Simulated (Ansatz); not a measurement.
Crystal: NbTe.

```
Te Nb
1.0
     3.70297    0.00000    0.00000
    -1.85149    3.20687    0.00000
     0.00000    0.00000    3.69421
Te Nb
1 1
Direct
  0.66667 0.33333 0.00000
  0.00000 0.00000 0.50000
```

The cell comes from a database or a generator and needn't be the stable form of this composition.

| Quantity | Value |
| --- | --- |
| Program | Ansatz 0.2.0 |
| Task | relaxation of cell and atoms |
| Functional | revPBE |
| Dispersion | D4 |
| Potentials or basis | Ansatz PAW |
| Cutoff | 420 eV (not typed: the program's choice for these potentials) |
| k mesh | 8 × 8 × 7 |
| Occupations | fermi-dirac, width 0.05 eV |
| Spin | no spin polarisation |

At the start: volume 21.93 Å³/atom.

Question: Where does the relaxation end?

Answer: It ends after 5 steps and the volume is 21.07 Å³/atom (-4.0 %); space group P-6m2 (No. 187, to 0.05 Å).

The path:
```csv
step,energy change (eV),largest force (eV/Å),volume (Å³)
1,0.0000,0.0000,43.87
2,-0.0260,0.0000,42.36
3,-0.0266,0.0000,42.12
4,-0.0266,0.0000,42.14
5,-0.0262,0.0000,42.14
```

Final structure:
```
Te Nb
1.0
     3.63066    0.00000    0.00000
    -1.81533    3.14425    0.00000
     0.00000    0.00000    3.69099
Te Nb
1 1
Direct
  0.66667 0.33333 0.00000
  0.00000 0.00000 0.50000
```

Caveat: the plane-wave basis is chosen anew once the cell has moved, so the energies of steps on either side of that aren't comparable; pairwise dispersion overbinds metals, which lowers pressure and volume; the PAW data sets come from PBE, with cores solved anew for the run's functional, which leaves a small shift of forces and pressure.
